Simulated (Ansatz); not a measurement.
This script drives Ansatz 0.2.0 through its Python package.

Script `scan_ch6clnsi.py`:
```python
"""Stretching a bond of CH6ClNSi, the rest held rigid."""

import ansatz as az
from ase import Atoms
import numpy as np

BASIS_SET = "def2-SVP"
FUNCTIONAL = "pbe0"

atoms = Atoms(["C", "Si", "N", "Cl", "H", "H", "H", "H", "H", "H"], positions=[
    (-0.8568, 0.9466, -0.5048),
    (-0.0173, -0.558, -0.0919),
    (1.3512, -0.2595, 0.812),
    (0.6054, -1.5518, -1.7837),
    (-1.8099, 0.7763, -1.1112),
    (-1.2091, 1.5536, 0.3808),
    (-0.2562, 1.6669, -1.1111),
    (-0.8016, -1.4506, 0.7182),
    (1.1291, -0.0669, 1.8346),
    (1.9483, -1.1077, 0.86),
])
ch6clnsi = az.Crystal.molecule_from_ase(atoms)

symbols = [site.symbol for site in ch6clnsi.cartesian_sites]
start = np.array([site.position_ang for site in ch6clnsi.cartesian_sites])
axis = (start[4] - start[0]) / np.linalg.norm(start[4] - start[0])
moving = [4]
lengths, energies = [1.005, 1.051, 1.097, 1.142, 1.188, 1.234, 1.28, 1.348], []
for length in lengths:
    xyz = start.copy()
    xyz[moving] += (length - np.linalg.norm(start[4] - start[0])) * axis
    point = az.Crystal.molecule()
    for symbol, place in zip(symbols, xyz):
        point = point.atom(symbol, place.tolist())
    base = (
        point.calculation()
        .basis(gaussian=BASIS_SET)
        .functional(FUNCTIONAL)
    )
    rep = base.run(threads=1, pin="off").report
    energies.append(rep["free_energy_ev"])
    print(f"r = {length:6.3f} A  E = {energies[-1]:.5f} eV  <S^2> = {abs(rep['mean_field']['state']['spin_squared']):.3f}")

# quartic fit about the minimum
fit = np.polynomial.Polynomial.fit(lengths, np.array(energies) - min(energies), 4).convert()
roots = [r.real for r in fit.deriv().roots() if abs(r.imag) < 1e-9 and fit.deriv(2)(r.real) > 0]
r_e = min(roots, key=lambda r: abs(r - lengths[int(np.argmin(energies))]))
print(f"minimum of the fit at {r_e:.4f} A, force constant {fit.deriv(2)(r_e):.2f} eV/A^2")
```

It is started by `python scan_ch6clnsi.py`. How long does it take on 1 thread of Arm Neoverse V1 (shared host), and how much memory does it need?

It took about 24 s, with a peak of 0.25 GiB, for 8 runs of the engine.

```console
$ python scan_ch6clnsi.py
r =  1.005 A  E = -23008.10901 eV  <S^2> = 0.000
r =  1.051 A  E = -23008.25424 eV  <S^2> = 0.000
r =  1.097 A  E = -23008.30438 eV  <S^2> = 0.000
r =  1.142 A  E = -23008.28230 eV  <S^2> = 0.000
r =  1.188 A  E = -23008.20389 eV  <S^2> = 0.000
r =  1.234 A  E = -23008.08251 eV  <S^2> = 0.000
r =  1.280 A  E = -23007.92890 eV  <S^2> = 0.000
r =  1.348 A  E = -23007.66029 eV  <S^2> = 0.000
minimum of the fit at 1.1037 A, force constant 33.48 eV/A^2
```

Notes:
- Total energies depend on the basis set; only differences at equal settings carry meaning.
- The rest of the molecule is held rigid at a force-field or estimated start geometry, and the basis set is modest; single-reference methods fail as a bond breaks.
- The orbitals are restricted, so S² is zero by construction.

(Lines on the test bed's own set-up are left out of the output.)
